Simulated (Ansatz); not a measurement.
# CH2FNSn: the cost of one run

Program: Ansatz 0.2.0, Gaussian basis. Level of theory: the settings change from run to run. These are calculated values, not measurements.

## (1) The geometry

The geometry comes from an earlier relaxation with PBE0-D4 in a triple-zeta def2 set; it is a stationary point. Sn takes a core potential in def2 sets; no spin-orbit term is included.

6 atoms, charge 0, spin multiplicity 1.

Atoms are counted from 1 here; the program's logs count them from 0.

Bond lengths: N1–C2 1.152 Å, C2–Sn3 2.104 Å, Sn3–F4 1.910 Å, Sn3–H5 1.690 Å, Sn3–H6 1.690 Å. Angles: N1–C2–Sn3 177.5°, C2–Sn3–F4 103.5°, C2–Sn3–H5 109.5°, C2–Sn3–H6 109.5°, F4–Sn3–H5 106.7°, F4–Sn3–H6 106.7°, H5–Sn3–H6 119.6°.

## (2) PBE0-DH/ANO-RCC-VTZP

Set apart from the defaults: unrestricted orbitals.

The input, in.yaml:

```yaml
crystal:
  periodic: [false, false, false]
  atoms:
    - {symbol: N, position_ang: [2.046850, -1.267666, 1.073104]}
    - {symbol: C, position_ang: [1.158029, -0.706956, 0.601256]}
    - {symbol: Sn, position_ang: [-0.421771, 0.395775, -0.244986]}
    - {symbol: F, position_ang: [-1.678613, -0.947716, -0.759994]}
    - {symbol: H, position_ang: [0.106083, 1.137786, -1.669133]}
    - {symbol: H, position_ang: [-1.168477, 1.324677, 0.953754]}
basis:
  gaussian: {orbitals: ANO-RCC-VTZP}
magnetization: {spin_polarized: true, initial_magnetization: 0}
hamiltonian: {xc: {name: PBE0-DH}}
output: {forces: true}
```

Launch:

```
> ansatz run in.yaml --threads 2 --pin off --events-out ev --progress --plain --max-ram 22528MiB --backend cpu
```

What time and memory should one allow on 2 threads of AMD EPYC 7R13, shared host?

About 42 s, with a peak of 1.1 GiB.
